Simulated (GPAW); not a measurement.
Crystal: HfO2.

```xyz
3
Lattice="0.0000 2.5575 2.5575 2.5575 0.0000 2.5575 2.5575 2.5575 0.0000" Properties=species:S:1:pos:R:3 pbc="T T T"
Hf    0.0000    0.0000    0.0000
O     3.8363    3.8363    3.8363
O     1.2788    1.2788    1.2788
```

Measurements of this composition are mostly on another form, of space group No. 14.

Base run:

```yaml
Program: GPAW 26.7.0
Functional: PBEsol
Potentials_or_basis: PAW data sets generated in the run's folder for this functional
Cutoff: 800 eV
Basis: pw
k_mesh: 9 × 9 × 9
Occupations: fermi-dirac, width 0.05 eV
Spin: no spin polarisation
Hubbard_terms: Hf d U = 4 eV
```

Its results: band gap on the k mesh 4.47 eV, indirect (least direct gap 4.59 eV); pressure 0.7 GPa.

The run is repeated on the same cell with these changes: hubbard terms from Hf d U = 4 eV to none. What comes out?

Band gap on the k mesh 3.70 eV, indirect (least direct gap 3.82 eV); pressure -10.3 GPa.

The U term pushes filled and empty states of the shell apart.

Caveats: spin-orbit coupling is left out, which moves the levels of the heavy elements; the mesh misses the band edges, which the band path finds closer together.
